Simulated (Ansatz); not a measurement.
# AlFH₂Se: taking an electron away

Aim: the vertical ionisation energy of AlFH₂Se, as cation minus neutral at the neutral's geometry, on several levels, and how well −ε(HOMO) stands in for it.

Computed with Ansatz 0.2.0, Gaussian basis. Level: unrestricted cation, the program's frozen cores in correlated methods.

Levels to be run: UKS PBE-D4/def2-TZVPP; UKS r2SCAN-D4/def2-TZVPP; UKS PBE0-D4/def2-TZVPP; UKS B3LYP-D4/def2-TZVPP; UKS wB97X-V/def2-TZVPP; UKS wB97M-V/def2-TZVPP; UKS B2PLYP/def2-TZVPP; UHF-CCSD(T)/def2-TZVPP; UHF-MP2/def2-QZVPP; extrapolation to the limit; then −ε(HOMO) from the neutral's earlier runs with LDA (SPW92), PBE-D4, revPBE-D4, BLYP-D4, r2SCAN-D4, B97M-V, PBE0-D4, B3LYP-D4, r2SCANh-D4, r2SCAN0-D4, HSE06-D4, BHLYP-D4, CAM-B3LYP-D4, LC-ωPBE, ωB97X-V, ωB97M-V.

### Step 1. The relaxed structure

All runs share one geometry, relaxed beforehand with PBE0-D4 in a triple-zeta def2 set.

SMILES `[F][AlH][SeH]`, 5 atoms, charge 0, spin multiplicity 1.

Atoms are counted from 1 here; the program's logs count them from 0.

Bond lengths: F1–Al2 1.647 Å, Al2–Se3 2.302 Å, Al2–H4 1.570 Å, Se3–H5 1.470 Å. Angles: F1–Al2–Se3 115.9°, F1–Al2–H4 119.6°, Se3–Al2–H4 124.5°, Al2–Se3–H5 89.9°.

### Step 2. Cation, UKS PBE-D4/def2-TZVPP

Input file in.yaml:

```yaml
crystal:
  periodic: [false, false, false]
  atoms:
    - {symbol: F, position_ang: [-1.154571, -0.647650, 1.724064]}
    - {symbol: Al, position_ang: [-0.330656, -0.470282, 0.309597]}
    - {symbol: Se, position_ang: [0.629717, 1.591800, -0.043079]}
    - {symbol: H, position_ang: [-0.243524, -1.674555, -0.694077]}
    - {symbol: H, position_ang: [1.148933, 1.127086, -1.337905]}
basis:
  gaussian: {orbitals: def2-TZVPP}
total_charge: 1
magnetization: {spin_polarized: true, initial_magnetization: 1}
hamiltonian: {xc: pbe, dispersion: d4}
```

Further steps of the session: Cation, UKS r2SCAN-D4/def2-TZVPP; Cation, UKS PBE0-D4/def2-TZVPP; Cation, UKS B3LYP-D4/def2-TZVPP; Cation, UKS wB97X-V/def2-TZVPP; Cation, UKS wB97M-V/def2-TZVPP; Cation, UKS B2PLYP (frozen core)/def2-TZVPP; Cation, UHF-CCSD(T)/def2-TZVPP; Cation, UHF-MP2/def2-QZVPP.

Before running them: what should the planned runs give, taken together? Wanted: ionisation energy, CCSD(T)/CBS; nearest functional by difference; nearest −ε(HOMO); −ε(HOMO) of PBE; T1 of the cation.

The runs gave:

| quantity | value |
| --- | --- |
| ionisation energy, CCSD(T)/CBS | 10.16 eV |
| nearest functional by difference | B3LYP-D4 (-0.12 eV) |
| nearest −ε(HOMO) | LC-ωPBE (+0.11 eV) |
| −ε(HOMO) of PBE | 6.52 eV |
| T1 of the cation | 0.011 |

In words: Energy differences with functionals land within 0.21 eV of the reference. −ε(HOMO) of PBE misses by 3.6 eV, since self-interaction lifts the level. Among orbital estimates LC-ωPBE comes nearest. Hartree-Fock falls 1.20 eV short, as the neutral has more correlation energy than the cation. Correlated methods include outer-core shells of Se, which these sets cover unevenly. With outer-core shells in play the reference is unsure by up to some tenths of an eV, so close misses can't be ranked.
